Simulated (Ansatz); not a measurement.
# Br₂ (SMILES BrBr): functionals against CCSD(T) at one geometry

The task here is to estimate one member of a computed series from the others.

Program: Ansatz 0.2.0, Gaussian basis. Level of theory: single points in def2-TZVPP. These are calculated values, not measurements.

Cores are frozen in the correlated methods. Filled d shells of the heavier atoms are correlated.

## The starting structure

2 atoms, charge 0, spin multiplicity 1.

Atoms are counted from 1 here; the program's logs count them from 0.

Bond lengths: Br1–Br2 2.055 Å.

Coordinates:

```xyz
2

Br    1.0014   -0.2598    0.2476
Br   -0.8737    0.2875   -0.3918
```

The first run:

run/in.yaml

```yaml
crystal:
  periodic: [false, false, false]
  atoms:
    - {symbol: Br, position_ang: [1.001400, -0.259800, 0.247600]}
    - {symbol: Br, position_ang: [-0.873700, 0.287500, -0.391800]}
basis:
  gaussian: {orbitals: def2-TZVPP}
correlation: {method: ccsd_t}
output: {forces: true}
```

Run with:

```
ansatz run in.yaml --threads 4 --pin off --events-out ev --progress --plain --max-ram 5222MiB
```

Steps of the session up to this table: CCSD(T)/def2-TZVPP; PBE0-D4/def2-TZVPP; wB97M-V/def2-TZVPP; r2SCAN-D4/def2-TZVPP; PBE-D4/def2-TZVPP; SPW92/def2-TZVPP; LC-wPBE/def2-TZVPP.

One of the session's tables, all rows but one given; the rest of the session is left out.

| method | RMS force component (eV/Å) |
| --- | --- |
| CCSD(T) | 3.784 |
| PBE0-D4 | 3.576 |
| wB97M-V | 3.670 |
| r2SCAN-D4 | 3.674 |
| PBE-D4 | 3.816 |
| SPW92 | 3.403 |
| LC-wPBE | ? |

**Question.** Estimate the row for LC-wPBE.

As computed: RMS force component (eV/Å): 3.391. In the column «RMS force component (eV/Å)» it is the lowest.
